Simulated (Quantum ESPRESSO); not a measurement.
Set up this calculation in Quantum ESPRESSO 7.5, as the native input.

```
Task                : single point
Functional          : PBEsol
Potentials or basis : GBRV 1.5 PBEsol
Cutoff              : 762 eV
Density cutoff      : 6095 eV
k mesh              : 10 × 10 × 4
Occupations         : fermi-dirac, width 0.05 eV
Spin                : no spin polarisation
Mixing beta         : 0.5
Most SCF iterations : 120
SCF threshold       : 8e-10 Ry
```

Crystal: Ta3N.

```
Ta N
1.0
     3.03222    0.00000    0.00000
    -1.51611    2.62598    0.00000
     0.00000    0.00000    7.52414
Ta N
3 1
Direct
  0.66667 0.33333 0.82607
  0.33333 0.66667 0.17393
  0.00000 0.00000 0.50000
  0.00000 0.00000 0.00000
```

The cell comes from a database or a generator and needn't be the stable form of this composition.

One way to write it, as run:

pw.in

```
&CONTROL
  calculation = 'scf'
  prefix = 'pwscf'
  outdir = './tmp'
  pseudo_dir = './pseudo'
  tprnfor = .true.
  tstress = .true.
  disk_io = 'low'
/
&SYSTEM
  ibrav = 0
  celldm(1) = 8
  nat = 4
  ntyp = 2
  ecutwfc = 56
  ecutrho = 448
  nbnd = 31
  occupations = 'smearing'
  smearing = 'fd'
  degauss = 0.00367493
/
&ELECTRONS
  conv_thr = 8d-10
  electron_maxstep = 120
  mixing_beta = 0.5
/
ATOMIC_SPECIES
Ta   180.9479 ta_pbesol_v1.uspp.F.UPF
N     14.0070 n_pbesol_v1.2.uspp.F.UPF
CELL_PARAMETERS alat
  0.7162591107064   0.0000000000000   0.0000000000000
 -0.3581295553650   0.6202985855671   0.0000000000000
  0.0000000000000   0.0000000000000   1.7773197817704
ATOMIC_POSITIONS crystal
Ta     0.6666666667    0.3333333333    0.8260700000
Ta     0.3333333333    0.6666666667    0.1739300000
Ta     0.0000000000    0.0000000000    0.5000000000
N      0.0000000000    0.0000000000    0.0000000000
K_POINTS automatic
10 10 4 0 0 0
```

pp_density.in

```
&INPUTPP
  prefix = 'pwscf'
  outdir = './tmp'
  filplot = 'density.dat'
  plot_num = 0
/
&PLOT
  nfile = 1
  filepp(1) = 'density.dat'
  iflag = 3
  output_format = 6
  fileout = 'density.cube'
/
```

pp_potential.in

```
&INPUTPP
  prefix = 'pwscf'
  outdir = './tmp'
  filplot = 'potential.dat'
  plot_num = 11
/
&PLOT
  nfile = 1
  filepp(1) = 'potential.dat'
  iflag = 3
  output_format = 6
  fileout = 'potential.cube'
/
```

Potentials or basis: GBRV 1.5 PBEsol.

Run with:

```bash
$ OMP_NUM_THREADS=1 mpirun -n 2 pw.x -nk 2 -in pw.in > pw.out
$ OMP_NUM_THREADS=1 mpirun -n 1 pp.x -in pp_density.in > pp_density.out
$ OMP_NUM_THREADS=1 mpirun -n 1 pp.x -in pp_potential.in > pp_potential.out
```

It gave:

The pressure is -8.2 GPa and the largest force is 0.368 eV/Å. The band gap on the k mesh is none (metal or under the smearing width).

Run time: 60 s on 2 MPI ranks on Arm Neoverse V1, on a shared host, peak memory 0.6 GiB a rank.
